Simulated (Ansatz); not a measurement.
Born–Oppenheimer molecular dynamics of a periodic cell of 18 atoms, LiCaVF6 (host LiCaVF6, host structure P-31c). It goes on from the last frame of an earlier run, with new velocities.

Level of theory: DFT LDA, scalar-relativistic, plane waves, PAW in Ansatz. Settings: accuracy low, cutoff 420 eV, k mesh 2x2x1, fermi-dirac smearing 0.05 eV, spin collinear.

* ensemble: NVE (velocity Verlet)
* time step: 1 fs
* steps asked: 100
* starting velocities drawn for: 1950 K
* seed: 893641

First frame:

```xyz
18
Lattice="5.2611 0.0000 0.0000 -2.6305 4.5562 0.0000 0.0000 0.0000 9.9954" Properties=species:S:1:pos:R:3
Li -0.147 3.392 7.798
Li 2.551 1.443 2.380
Ca 0.104 -0.215 4.766
Ca -0.118 0.002 -0.058
V 2.595 1.395 7.560
V 0.063 3.034 2.366
F 3.475 0.253 6.406
F -0.576 4.691 3.522
F 3.367 3.051 6.327
F 1.708 2.897 8.472
F -0.964 1.885 3.636
F 0.597 1.223 1.778
F 0.920 1.172 6.457
F 3.967 1.602 8.911
F 1.920 3.113 2.926
F -1.415 3.412 1.486
F 1.626 -0.014 8.675
F 0.799 4.605 1.411
```

(1) What does the run give?

(2) What happens to the structure?

(3) How do temperature and energy run in time?

## Answers

(1) The run went to its last step.

```yaml
steps_done: 100
time_covered: 100 fs
mean_temperature_over_the_second_half: 1537 K
spread_of_the_potential_energy_over_the_second_half: 6.9 meV per atom
mean_potential_energy_of_the_second_half_above_the_start: 50.4 meV per atom
```

The conserved energy stayed within 0.085 meV per atom of its start (net change 0.069 meV per atom), so the integration is sound. A run of 0.1 ps of so small a system gives no equilibrium averages. No Hubbard correction was used and the magnetic state wasn't searched. Limits of this set-up: coarse k mesh, low accuracy level.

(2) Mean squared displacements from the first frame to the last, about the centre of mass: Li 0.77 Å², Ca 0.11 Å², V 0.02 Å², F 0.51 Å². The details hang on the random start.

(3) 
```
time (fs)  T (K)  potential energy less start (eV)  conserved less start (meV/atom)
      0.0   1950                             0.000                             0.00
      3.0   1901                             0.107                             0.00
      6.0   1806                             0.316                             0.01
      9.0   1675                             0.605                             0.03
     12.0   1525                             0.935                             0.05
     15.0   1377                             1.259                             0.07
     18.0   1253                             1.534                             0.08
     21.0   1166                             1.724                             0.08
     24.0   1127                             1.810                             0.08
     27.0   1131                             1.800                             0.06
     30.0   1165                             1.725                             0.04
     33.0   1215                             1.615                             0.04
     36.0   1276                             1.482                             0.03
     39.0   1341                             1.339                             0.01
     42.0   1392                             1.227                             0.00
     45.0   1417                             1.172                             0.02
     48.0   1429                             1.146                             0.04
     51.0   1453                             1.094                             0.05
     54.0   1497                             0.996                             0.04
     57.0   1551                             0.878                             0.03
     60.0   1596                             0.778                             0.02
     63.0   1617                             0.731                             0.01
     66.0   1607                             0.753                             0.02
     69.0   1570                             0.836                             0.03
     72.0   1518                             0.950                             0.05
     75.0   1472                             1.052                             0.06
     78.0   1452                             1.097                             0.07
     81.0   1470                             1.056                             0.07
     84.0   1523                             0.940                             0.05
     87.0   1584                             0.805                             0.01
     90.0   1615                             0.737                            -0.02
     93.0   1589                             0.793                            -0.01
     96.0   1527                             0.931                             0.05
     99.0   1497                             0.996                             0.08
```

The run took 21 min on 1 thread of AMD EPYC 7R43 64-Core Processor (Zen 3), on a shared host, peak memory 0.65 GiB.
